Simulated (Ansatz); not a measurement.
# SiTeH2O (SMILES O1[SiH2][Te]1): single points off equilibrium

A test off equilibrium: a structure displaced at random from a GFN2-xTB minimum is computed at several levels, and each is set against CCSD(T).

The runs use Ansatz 0.2.0, Gaussian basis; single points in def2-TZVPP.

Cores are frozen in the correlated methods. Filled d shells of the heavier atoms are correlated. Core potentials replace the inner electrons past krypton, and spin-orbit coupling is left out.

## (1) The system as given

SMILES `O1[SiH2][Te]1`, 5 atoms, charge 0, spin multiplicity 1.

Atoms are counted from 1 here; the program's logs count them from 0.

Bond lengths: O1–Si2 1.820 Å, O1–Te3 2.123 Å, Si2–Te3 2.500 Å, Si2–H4 1.179 Å, Si2–H5 1.542 Å. Angles: Si2–O1–Te3 78.3°, O1–Si2–Te3 56.2°, O1–Si2–H4 113.9°, O1–Si2–H5 103.5°, Te3–Si2–H4 126.2°, Te3–Si2–H5 109.1°, H4–Si2–H5 123.9°, O1–Te3–Si2 45.5°.

As a file:

| atom | x (Å) | y (Å) | z (Å) |
| --- | --- | --- | --- |
| O1 | 0.9840 | -0.9914 | -0.1828 |
| Si2 | -0.1900 | 0.3946 | -0.3024 |
| Te3 | -0.3140 | -1.3845 | 1.4499 |
| H4 | -0.7977 | 0.4205 | -1.3121 |
| H5 | 0.6094 | 1.5913 | 0.2503 |

## (2) CCSD(T)/def2-TZVPP

Input file run/in.yaml:

```yaml
crystal:
  periodic: [false, false, false]
  atoms:
    - {symbol: O, position_ang: [0.984000, -0.991400, -0.182800]}
    - {symbol: Si, position_ang: [-0.190000, 0.394600, -0.302400]}
    - {symbol: Te, position_ang: [-0.314000, -1.384500, 1.449900]}
    - {symbol: H, position_ang: [-0.797700, 0.420500, -1.312100]}
    - {symbol: H, position_ang: [0.609400, 1.591300, 0.250300]}
basis:
  gaussian: {orbitals: def2-TZVPP}
correlation: {method: ccsd_t}
output: {forces: true}
```

The command line of these runs was not kept.

## (3) PBE0-D4/def2-TZVPP

Edit run/in.yaml of step 2 so:

```diff
@@ -10,3 +10,3 @@
   gaussian: {orbitals: def2-TZVPP}
-correlation: {method: ccsd_t}
-output: {forces: true}
+hamiltonian: {xc: pbe0, dispersion: d4}
+output: {forces: true, orbitals: {seedname: orbitals}}
```

## (4) wB97M-V/def2-TZVPP

Edit run/in.yaml of step 3 so:

```diff
@@ -10,3 +10,3 @@
   gaussian: {orbitals: def2-TZVPP}
-hamiltonian: {xc: pbe0, dispersion: d4}
-output: {forces: true, orbitals: {seedname: orbitals}}
+hamiltonian: {xc: {name: wB97M-V}}
+output: {forces: true}
```

## (5) r2SCAN-D4/def2-TZVPP

Edit run/in.yaml of step 4 so:

```diff
@@ -10,3 +10,3 @@
   gaussian: {orbitals: def2-TZVPP}
-hamiltonian: {xc: {name: wB97M-V}}
+hamiltonian: {xc: r2scan, dispersion: d4}
 output: {forces: true}
```

## (6) PBE-D4/def2-TZVPP

Edit run/in.yaml of step 5 so:

```diff
@@ -10,3 +10,3 @@
   gaussian: {orbitals: def2-TZVPP}
-hamiltonian: {xc: r2scan, dispersion: d4}
+hamiltonian: {xc: pbe, dispersion: d4}
 output: {forces: true}
```

## (7) CAM-B3LYP-D4/def2-TZVPP

Edit run/in.yaml of step 6 so:

```diff
@@ -10,3 +10,3 @@
   gaussian: {orbitals: def2-TZVPP}
-hamiltonian: {xc: pbe, dispersion: d4}
+hamiltonian: {xc: {name: CAM-B3LYP}, dispersion: d4}
 output: {forces: true}
```

## (8) BLYP-D4/def2-TZVPP

Edit run/in.yaml of step 7 so:

```diff
@@ -10,3 +10,3 @@
   gaussian: {orbitals: def2-TZVPP}
-hamiltonian: {xc: {name: CAM-B3LYP}, dispersion: d4}
+hamiltonian: {xc: {name: BLYP}, dispersion: d4}
 output: {forces: true}
```

(Steps that only read results are left out.)

**Question.** What will these runs give? Wanted: energy less free atoms, CCSD(T)/def2-TZVPP; RMS force component; RMS force error; HOMO and LUMO, PBE0-D4; T1 diagnostic.

**Answer**, as computed:

| quantity | value |
| --- | --- |
| energy less free atoms, CCSD(T)/def2-TZVPP | -1208.5 kJ/mol |
| RMS force component | 4.543 to 4.787 eV/Å over the methods |
| RMS force error | PBE0-D4 0.165, wB97M-V 0.205, r2SCAN-D4 0.062, PBE-D4 0.210, CAM-B3LYP-D4 0.205, BLYP-D4 0.346 eV/Å |
| HOMO and LUMO, PBE0-D4 | -6.03 and -2.49 eV |
| T1 diagnostic | 0.017 |

In words: Against CCSD(T) the functionals' energies less atoms differ by -94.8 to -23.9 kJ/mol, PBE-D4 by -94.8 kJ/mol. The reference is not at the basis limit: in triple zeta CCSD(T) underbinds, which counts against methods that bind more; the gaps are no ranking. The forces of r2SCAN-D4 come nearest to CCSD(T), those of BLYP-D4 are farthest. The restricted Hartree–Fock reference is unstable towards an unrestricted one at one or more of these structures.
